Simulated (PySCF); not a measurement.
**CoNBr: doublet, from a bent start**

Aim: relax CoNBr as a doublet from a bent start, check by its vibrations whether the end is a minimum, and collect its spectrum and constants.

Computed with PySCF 2.14.0. Level: PBE0, basis Co def2-TZVP, N def2-TZVP, Br def2-TZVP, no relativity, density fitting.

## 1. Where the work starts

3 atoms, charge 0, spin multiplicity 2.

Bond lengths: Co1–N2 1.630 Å, Co1–Br3 2.250 Å. Angles: N2–Co1–Br3 110.0°.

Coordinates in bohr (charge 0 multiplicity 2):
```
Co    0.0000    0.0000    0.0000
N    -2.5232    0.0000    1.7667
Br    3.4830    0.0000    2.4387
```

## 2. The SCF at the typed geometry

The steps below are one call of a driver around PySCF. For each, scf.py gives the equivalent set-up of the SCF; relaxations use the driver's own optimiser. After this first run the driver tries any further starts and a stability analysis.

File scf.py:

```python
from pyscf import gto, scf, dft
mol = gto.M(atom='''
Co     0.000000     0.000000     0.000000
N     -1.335200     0.000000     0.934900
Br     1.843100     0.000000     1.290500''',
    basis={'Co': 'def2-TZVP', 'N': 'def2-TZVP', 'Br': 'def2-TZVP'},
    charge=0, spin=1)
mf = dft.UKS(mol, xc='PBE0')
mf.grids.atom_grid = (50, 194)
aux = {'Co': 'def2-universal-JKFIT', 'N': 'def2-universal-JKFIT', 'Br': 'def2-universal-JKFIT'}
mf = mf.density_fit(auxbasis=aux)
mf.conv_tol = 1e-08
mf.diis_space = 10
mf.max_cycle = 60
mf.init_guess = 'minao'
mf.verbose = 4
mf.kernel()
```

Started as:

```sh
OMP_NUM_THREADS=4 python axn.py task.json out
```

Further steps of the session: Relaxation: bent start, doublet; Vibrations and properties at this point.

**Question.** What will these runs give? Wanted: minimum; geometry; wavenumbers; dipole moment; highest occupied, lowest empty level; polar-tensor charge of Co1; zero-point energy; atomisation energy; ⟨S²⟩.

**Answer**, as computed:

```
                                          quantity                                        value
                                           minimum               broken-symmetry (Ms = 1/2), Cs
                                          geometry  Co–Br 2.243 Å, Co–N 1.790 Å; Br–Co–N 163.8°
                                wavenumbers (cm⁻¹)                  81 (a'), 286 (a'), 575 (a')
                                     dipole moment                                       0.95 D
highest occupied, lowest empty level (either spin)                              -7.82, -3.89 eV
                        polar-tensor charge of Co1                                      +1.10 e
                                 zero-point energy                                   5.6 kJ/mol
                               entropy at 298.15 K                              299.9 J/(mol K)
         atomisation energy (no zero-point energy)                                   539 kJ/mol
                                              ⟨S²⟩                                        2.396
```

**Reading.** The molecule stays Cs, as typed, and the end point is a minimum. The determinant is spin-contaminated (⟨S²⟩ = 2.40 against 0.75), so it is no pure spin state. The strongest infrared band lies at 575 cm⁻¹ (a', stretch). Other starts or spin states, not run here, may lie lower. Open d and f shells are described by one determinant, and the ground state may have another occupation or spin.
